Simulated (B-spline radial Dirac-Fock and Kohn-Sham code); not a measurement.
**Internal conversion in Ta**

The question: how often a nuclear transition in Ta ejects an electron in place of a γ ray, by multipolarity.

The numbers are computed with B-spline radial Dirac-Fock and Kohn-Sham code (version 5): internal conversion coefficients: Dirac-Hartree-Slater potential of the neutral atom with a Latter tail, no hole, finite nucleus with surface currents.

## (1) The atom as given

Atomic tantalum, [Xe] 4f14 5d3 6s2.

| Quantity | Value |
| --- | --- |
| nuclear charge | 73 |
| electrons | 73 |
| mass number | 181 |
| nuclear rms radius | 5.3507 fm |

## (2) 16.10 keV

task.json holds this item:

```json
{
  "Z": 73,
  "q": 0,
  "cfg": [[1, 0, 2], [2, 0, 2], [2, 1, 6], [3, 0, 2], [3, 1, 6], [3, 2, 10], [4, 0, 2], [4, 1, 6], [4, 2, 10], [4, 3, 14], [5, 0, 2], [5, 1, 6], [5, 2, 3], [6, 0, 2]],
  "A": 181,
  "rrms": 5.3507,
  "tag": "ground",
  "do": "conversion",
  "edges": {"K": 67416.0, "L1": 11682.0, "L2": 11136.0, "L3": 9881.0, "M1": 2708.0, "M2": 2469.0, "M3": 2194.0, "M4": 1793.0, "M5": 1735.0, "N1": 563.4, "N2": 463.4, "N3": 400.9, "N4": 237.9, "N5": 226.4, "N6": 23.5, "N7": 21.6, "O1": 69.7, "O2": 42.2, "O3": 32.7},
  "gamma": [16.1, 31.6, 89.1, 111.0, 200, 392.0, 500, 589.0, 1050.0, 2000]
}
```

Command:

```
$ python xray2_run.py task.json out
```

This run: transition_energy = 16.1.

The program writes no log. Results of the run, from its result record (rounded, main fields):

```text
{
  "status": "converged",
  "shells": ["L1", "L2", "L3", "M1", "M2", "M3", "M4", "M5", "N1", "N2", "N3", "N4", "N5", "N6", "N7", "O1", "O2", "O3", "O4", "O5", "P1"],
  "binding [eV]": [11682.0, 11136.0, 9881.0, 2708.0, 2469.0, 2194.0, 1793.0, 1735.0, 563.4, 463.4, 400.9, 237.9, 226.4, 35.3158, 33.1714, 69.7, 50.5052, 41.1957, 6.43822, 5.73308, 7.01801],
  "E1": [1.616, 2.44, 3.727, 0.4014, 0.4144, 0.6558, 0.1788, 0.2346, 0.1014, 0.09386, 0.146, 0.03795, 0.04939, 0.001406, 0.001734, 0.01802, 0.01383, 0.02052, 0.0006983, 0.0008597, 0.001615],
  "E2": [160.6, 7124.0, 9256.0, 27.58, 1698.0, 2273.0, 32.8, 32.73, 6.656, 406.1, 536.2, 7.47, 7.225, 0.1126, 0.1337, 1.172, 60.46, 76.2, 0.1389, 0.1267, 0.105],
  "E3": [9853.0, 1100000.0, 1478000.0, 3439.0, 370600.0, 465400.0, 60820.0, 95230.0, 959.2, 94730.0, 115400.0, 14940.0, 23330.0, 22.53, 20.29, 174.5, 14290.0, 16560.0, 280.6, 414.8, 15.68],
  "E4": [174600.0, 39750000.0, 61770000.0, 152700.0, 29490000.0, 34940000.0, 49560000.0, 63530000.0, 52160.0, 8518000.0, 9561000.0, 12730000.0, 16160000.0, 34850.0, 63290.0, 9908.0, 1315000.0, 1398000.0, 240700.0, 289000.0, 895.1],
  "M1": [113.4, 11.48, 1.575, 25.57, 2.745, 0.3732, 0.04754, 0.0276, 6.32, 0.6564, 0.08737, 0.01107, 0.006296, 0.0001541, 0.000125, 1.117, 0.09769, 0.0124, 0.0002064, 0.0001108, 0.1001],
  "M2": [20730.0, 889.5, 13150.0, 5424.0, 297.9, 3472.0, 55.39, 4.518, 1385.0, 76.01, 830.9, 13.67, 1.087, 0.01754, 0.007232, 246.7, 11.46, 118.4, 0.2569, 0.01929, 22.13],
  "M3": [875800.0, 23220.0, 9591000.0, 392100.0, 17160.0, 2866000.0, 29690.0, 68750.0, 110300.0, 4947.0, 704800.0, 7639.0, 17130.0, 28.17, 1.627, 20050.0, 763.6, 101000.0, 144.5, 305.3, 1803.0],
  "M4": [15270000.0, 374400.0, 1028000000.0, 18840000.0, 784700.0, 471900000.0, 4953000.0, 125100000.0, 6135000.0, 262800.0, 125600000.0, 1380000.0, 31890000.0, 35170.0, 32050.0, 1151000.0, 41740.0, 18270000.0, 26390.0, 570200.0, 103900.0]
}
```

## (3) 89.10 keV

This run: transition_energy = 89.1.

The program writes no log. Results of the run, from its result record (rounded, main fields):

```text
{
  "status": "converged",
  "shells": ["K", "L1", "L2", "L3", "M1", "M2", "M3", "M4", "M5", "N1", "N2", "N3", "N4", "N5", "N6", "N7", "O1", "O2", "O3", "O4", "O5", "P1"],
  "binding [eV]": [67416.0, 11682.0, 11136.0, 9881.0, 2708.0, 2469.0, 2194.0, 1793.0, 1735.0, 563.4, 463.4, 400.9, 237.9, 226.4, 35.3158, 33.1714, 69.7, 50.5052, 41.1957, 6.43822, 5.73308, 7.01801],
  "E1": [0.4024, 0.04232, 0.01386, 0.01578, 0.009223, 0.003124, 0.00367, 0.0001809, 0.0002186, 0.002262, 0.0007368, 0.0008541, 4.351e-05, 5.205e-05, 2.474e-07, 3.089e-07, 0.0003993, 0.0001093, 0.000121, 8.149e-07, 9.216e-07, 3.576e-05],
  "E2": [1.088, 0.1214, 1.855, 1.741, 0.02921, 0.4564, 0.442, 0.005032, 0.004293, 0.007349, 0.1097, 0.1049, 0.001223, 0.001024, 4.053e-06, 4.64e-06, 0.001305, 0.01635, 0.01493, 2.294e-05, 1.814e-05, 0.0001169],
  "E3": [2.047, 1.371, 62.02, 51.94, 0.4189, 16.22, 13.73, 0.4077, 0.5396, 0.1108, 3.954, 3.29, 0.101, 0.1331, 0.0001102, 8.645e-05, 0.01989, 0.5908, 0.4689, 0.0019, 0.002369, 0.001786],
  "E4": [3.653, 29.51, 1162.0, 923.0, 9.348, 325.9, 254.8, 40.55, 41.37, 2.499, 80.76, 61.67, 10.2, 10.33, 0.007069, 0.01134, 0.4497, 12.11, 8.809, 0.1923, 0.1842, 0.04039],
  "M1": [5.093, 0.7305, 0.06984, 0.008593, 0.1645, 0.01727, 0.002127, 0.0001047, 6.835e-05, 0.04065, 0.004155, 0.0005018, 2.56e-05, 1.646e-05, 8.486e-08, 8.11e-08, 0.007185, 0.0006191, 7.131e-05, 4.805e-07, 2.919e-07, 0.0006438],
  "M2": [42.0, 10.92, 1.263, 2.697, 2.649, 0.3294, 0.7105, 0.01006, 0.001059, 0.666, 0.08024, 0.17, 0.002501, 0.0002568, 1.535e-06, 8.546e-07, 0.1182, 0.01199, 0.02422, 4.706e-05, 4.56e-06, 0.01059],
  "M3": [140.8, 111.9, 17.63, 155.3, 30.29, 4.916, 43.6, 0.6655, 0.463, 7.806, 1.216, 10.58, 0.1675, 0.1153, 0.0001633, 1.515e-05, 1.393, 0.1823, 1.512, 0.003159, 0.002054, 0.125],
  "M4": [360.7, 1085.0, 220.1, 3643.0, 330.9, 65.99, 1122.0, 23.17, 60.77, 87.6, 16.61, 278.0, 5.911, 15.32, 0.02101, 0.007121, 15.73, 2.497, 39.89, 0.1116, 0.2735, 1.412]
}
```

## (4) 200.0 keV

This run: transition_energy = 200.

The program writes no log. Results of the run, from its result record (rounded, main fields):

```text
{
  "status": "converged",
  "shells": ["K", "L1", "L2", "L3", "M1", "M2", "M3", "M4", "M5", "N1", "N2", "N3", "N4", "N5", "N6", "N7", "O1", "O2", "O3", "O4", "O5", "P1"],
  "binding [eV]": [67416.0, 11682.0, 11136.0, 9881.0, 2708.0, 2469.0, 2194.0, 1793.0, 1735.0, 563.4, 463.4, 400.9, 237.9, 226.4, 35.3158, 33.1714, 69.7, 50.5052, 41.1957, 6.43822, 5.73308, 7.01801],
  "E1": [0.05064, 0.005881, 0.001084, 0.001078, 0.001288, 0.0002582, 0.0002643, 6.182e-06, 7.432e-06, 0.0003162, 6.161e-05, 6.221e-05, 1.517e-06, 1.806e-06, 3.783e-09, 5.059e-09, 5.58e-05, 9.165e-06, 8.835e-06, 2.85e-08, 3.207e-08, 4.998e-06],
  "E2": [0.1677, 0.01908, 0.04799, 0.03358, 0.004253, 0.01193, 0.008613, 8.379e-05, 6.327e-05, 0.00105, 0.002873, 0.002048, 2.068e-05, 1.537e-05, 3.033e-08, 3.573e-08, 0.0001855, 0.0004282, 0.0002915, 3.888e-07, 2.73e-07, 1.662e-05],
  "E3": [0.5085, 0.07973, 0.7778, 0.4452, 0.01969, 0.1991, 0.1164, 0.001873, 0.001989, 0.004981, 0.04829, 0.0278, 0.0004657, 0.0004915, 3.792e-07, 2.823e-07, 0.0008852, 0.007208, 0.00396, 8.763e-06, 8.749e-06, 7.937e-05],
  "E4": [1.563, 0.4924, 7.865, 4.082, 0.1365, 2.074, 1.084, 0.07579, 0.05985, 0.03541, 0.5065, 0.2598, 0.01902, 0.01491, 6.806e-06, 8.347e-06, 0.006329, 0.07571, 0.03704, 0.0003584, 0.0002657, 0.0005679],
  "M1": [0.5126, 0.07306, 0.006667, 0.0007707, 0.01644, 0.001661, 0.0001936, 5.091e-06, 3.703e-06, 0.004061, 0.0004001, 4.583e-05, 1.258e-06, 9.031e-07, 2.039e-09, 2.271e-09, 0.0007178, 5.964e-05, 6.516e-06, 2.365e-08, 1.605e-08, 6.431e-05],
  "M2": [2.452, 0.473, 0.06299, 0.05228, 0.1112, 0.01606, 0.01375, 0.0001806, 2.421e-05, 0.02774, 0.003892, 0.003288, 4.501e-05, 5.913e-06, 1.733e-08, 1.202e-08, 0.004914, 0.0005808, 0.0004684, 8.474e-07, 1.051e-07, 0.0004404],
  "M3": [8.918, 2.524, 0.4849, 1.25, 0.6253, 0.1271, 0.3418, 0.005255, 0.00181, 0.158, 0.03099, 0.08248, 0.001319, 0.0004502, 5.835e-07, 8.336e-08, 0.02807, 0.004631, 0.01177, 2.485e-05, 8.023e-06, 0.002516],
  "M4": [31.51, 13.32, 3.391, 15.21, 3.485, 0.9148, 4.35, 0.09077, 0.09218, 0.8918, 0.2246, 1.061, 0.02292, 0.02312, 3.033e-05, 5.659e-06, 0.1589, 0.03361, 0.1517, 0.0004323, 0.0004125, 0.01425]
}
```

## (5) 500.0 keV

This run: transition_energy = 500.

The program writes no log. Results of the run, from its result record (rounded, main fields):

```text
{
  "status": "converged",
  "shells": ["K", "L1", "L2", "L3", "M1", "M2", "M3", "M4", "M5", "N1", "N2", "N3", "N4", "N5", "N6", "N7", "O1", "O2", "O3", "O4", "O5", "P1"],
  "binding [eV]": [67416.0, 11682.0, 11136.0, 9881.0, 2708.0, 2469.0, 2194.0, 1793.0, 1735.0, 563.4, 463.4, 400.9, 237.9, 226.4, 35.3158, 33.1714, 69.7, 50.5052, 41.1957, 6.43822, 5.73308, 7.01801],
  "E1": [0.005767, 0.0007188, 6.989e-05, 6.164e-05, 0.0001585, 1.717e-05, 1.555e-05, 1.546e-07, 2.109e-07, 3.898e-05, 4.124e-06, 3.684e-06, 3.836e-08, 5.18e-08, 4.044e-11, 7.006e-11, 6.884e-06, 6.143e-07, 5.24e-07, 7.222e-10, 9.221e-10, 6.171e-07],
  "E2": [0.01555, 0.002036, 0.00108, 0.0005024, 0.0004543, 0.0002703, 0.0001294, 1.038e-06, 7.572e-07, 0.000112, 6.521e-05, 3.081e-05, 2.584e-07, 1.859e-07, 1.588e-10, 2.248e-10, 1.98e-05, 9.72e-06, 4.387e-06, 4.867e-09, 3.309e-09, 1.775e-06],
  "E3": [0.03918, 0.005894, 0.008415, 0.002716, 0.001353, 0.002136, 0.0007074, 6.942e-06, 5.04e-06, 0.0003361, 0.000517, 0.0001689, 1.731e-06, 1.245e-06, 8.55e-10, 7.623e-10, 5.949e-05, 7.712e-05, 2.405e-05, 3.263e-08, 2.219e-08, 5.334e-06],
  "E4": [0.09673, 0.01768, 0.04436, 0.01211, 0.004214, 0.01141, 0.003181, 0.0001, 4.951e-05, 0.001056, 0.00277, 0.0007608, 2.506e-05, 1.231e-05, 5.332e-09, 4.207e-09, 0.0001873, 0.0004135, 0.0001084, 4.726e-07, 2.195e-07, 1.68e-05],
  "M1": [0.04369, 0.006141, 0.0004922, 5.547e-05, 0.001379, 0.0001231, 1.41e-05, 1.605e-07, 1.54e-07, 0.0003405, 2.97e-05, 3.346e-06, 3.99e-08, 3.783e-08, 3.022e-11, 4.958e-11, 6.018e-05, 4.428e-06, 4.76e-07, 7.514e-10, 6.735e-10, 5.395e-06],
  "M2": [0.1306, 0.02092, 0.002523, 0.0007124, 0.004792, 0.0006378, 0.0001864, 2.099e-06, 4.599e-07, 0.001189, 0.0001542, 4.453e-05, 5.24e-07, 1.13e-07, 1.232e-10, 1.303e-10, 0.0002104, 2.3e-05, 6.344e-06, 9.876e-09, 2.012e-09, 1.887e-05],
  "M3": [0.3244, 0.0603, 0.0105, 0.007721, 0.01414, 0.002687, 0.002067, 2.743e-05, 4.517e-06, 0.003527, 0.0006514, 0.0004965, 6.874e-06, 1.12e-06, 1.196e-09, 3.961e-10, 0.000625, 9.721e-05, 7.081e-05, 1.296e-07, 1.997e-08, 5.605e-05],
  "M4": [0.7876, 0.171, 0.0398, 0.05055, 0.04105, 0.0103, 0.01382, 0.0002369, 8.603e-05, 0.0103, 0.002505, 0.003334, 5.953e-05, 2.149e-05, 2.369e-08, 2.803e-09, 0.001827, 0.000374, 0.000476, 1.123e-06, 3.834e-07, 0.0001639]
}
```

## (6) 1050 keV

This run: transition_energy = 1050.0.

The program writes no log. Results of the run, from its result record (rounded, main fields):

```text
{
  "status": "converged",
  "shells": ["K", "L1", "L2", "L3", "M1", "M2", "M3", "M4", "M5", "N1", "N2", "N3", "N4", "N5", "N6", "N7", "O1", "O2", "O3", "O4", "O5", "P1"],
  "binding [eV]": [67416.0, 11682.0, 11136.0, 9881.0, 2708.0, 2469.0, 2194.0, 1793.0, 1735.0, 563.4, 463.4, 400.9, 237.9, 226.4, 35.3158, 33.1714, 69.7, 50.5052, 41.1957, 6.43822, 5.73308, 7.01801],
  "E1": [0.00133, 0.0001695, 9.384e-06, 8.22e-06, 3.747e-05, 2.33e-06, 2.092e-06, 9.519e-09, 1.851e-08, 9.219e-06, 5.611e-07, 4.966e-07, 2.369e-09, 4.56e-09, 1.392e-12, 4.069e-12, 1.628e-06, 8.361e-08, 7.066e-08, 4.463e-11, 8.119e-11, 1.459e-07],
  "E2": [0.003227, 0.0004297, 7.314e-05, 2.674e-05, 9.575e-05, 1.833e-05, 6.877e-06, 3.954e-08, 3.697e-08, 2.36e-05, 4.424e-06, 1.636e-06, 9.86e-09, 9.108e-09, 3.409e-12, 7.359e-12, 4.17e-06, 6.595e-07, 2.33e-07, 1.858e-10, 1.622e-10, 3.738e-07],
  "E3": [0.006744, 0.0009656, 0.000351, 7.601e-05, 0.000218, 8.87e-05, 1.97e-05, 1.369e-07, 9.058e-08, 5.39e-05, 2.144e-05, 4.695e-06, 3.418e-08, 2.235e-08, 9.875e-12, 1.462e-11, 9.529e-06, 3.198e-06, 6.686e-07, 6.44e-10, 3.981e-10, 8.542e-07],
  "E4": [0.01311, 0.002043, 0.001209, 0.0002088, 0.0004681, 0.0003078, 5.452e-05, 8.459e-07, 3.09e-07, 0.0001162, 7.454e-05, 1.302e-05, 2.118e-07, 7.653e-08, 3.326e-11, 3.256e-11, 2.056e-05, 1.112e-05, 1.855e-06, 3.992e-09, 1.364e-09, 1.843e-06],
  "M1": [0.006686, 0.0009275, 6.172e-05, 7.952e-06, 0.0002078, 1.547e-05, 2.029e-06, 1.031e-08, 1.629e-08, 5.128e-05, 3.732e-06, 4.819e-07, 2.569e-09, 4.014e-09, 1.203e-12, 3.627e-12, 9.063e-06, 5.563e-07, 6.857e-08, 4.84e-11, 7.146e-11, 8.124e-07],
  "M2": [0.01626, 0.002394, 0.0002249, 3.095e-05, 0.0005416, 5.667e-05, 8.027e-06, 6.561e-08, 2.902e-08, 0.000134, 1.369e-05, 1.914e-06, 1.639e-08, 7.151e-09, 2.94e-12, 5.805e-12, 2.369e-05, 2.042e-06, 2.726e-07, 3.088e-10, 1.273e-10, 2.124e-06],
  "M3": [0.03119, 0.004923, 0.0006392, 0.0001746, 0.001126, 0.0001621, 4.615e-05, 4.929e-07, 7.645e-08, 0.0002793, 3.921e-05, 1.105e-05, 1.234e-07, 1.889e-08, 1.152e-11, 1.06e-11, 4.942e-05, 5.849e-06, 1.575e-06, 2.326e-09, 3.365e-10, 4.43e-06],
  "M4": [0.05679, 0.009652, 0.001641, 0.0007732, 0.002234, 0.0004189, 0.000207, 2.722e-06, 4.769e-07, 0.0005558, 0.0001015, 4.971e-05, 6.828e-07, 1.186e-07, 9.826e-11, 2.316e-11, 9.84e-05, 1.515e-05, 7.089e-06, 1.287e-08, 2.115e-09, 8.822e-06]
}
```

## (7) Tables and plots

Total coefficients, summed over the shells:

```tsv
energy (keV)	E1	M1	E2	M2	E3	M3	deepest shell
16.10	10.2	164	21700	46700	3.86e+06	1.48e+07	L1
89.10	0.495	6.14	6.00	61.7	157	529	K
200.0	0.0610	0.617	0.300	3.22	2.24	14.6	K
500.0	0.00686	0.0523	0.0203	0.162	0.0616	0.427	K
1050	0.00157	0.00797	0.00391	0.0197	0.00856	0.0386	K
```

Subshell ratios at 200.0 keV, which tell multipoles apart:

```tsv
multipole	L1/L2	L1/L3	K/L
E1	5.43	5.46	6.30
M1	11.0	94.8	6.37
E2	0.398	0.568	1.67
M2	7.51	9.05	4.17
E3	0.103	0.179	0.390
M3	5.21	2.02	2.09
```

## (8) Outcome

```
                                 quantity                 value
                  E1, M1, E2 at 200.0 keV  0.0610, 0.617, 0.300
share of decays by electrons for M1 there                38.1 %
```

At 200.0 keV conversion outweighs γ emission for M2, E3 and M3. The K shell opens within this range. L1/L3 is 94.8 for M1 and 0.568 for E2, so the L lines reveal the mixture. Pair formation and nuclear penetration beyond the surface-current model are left out.
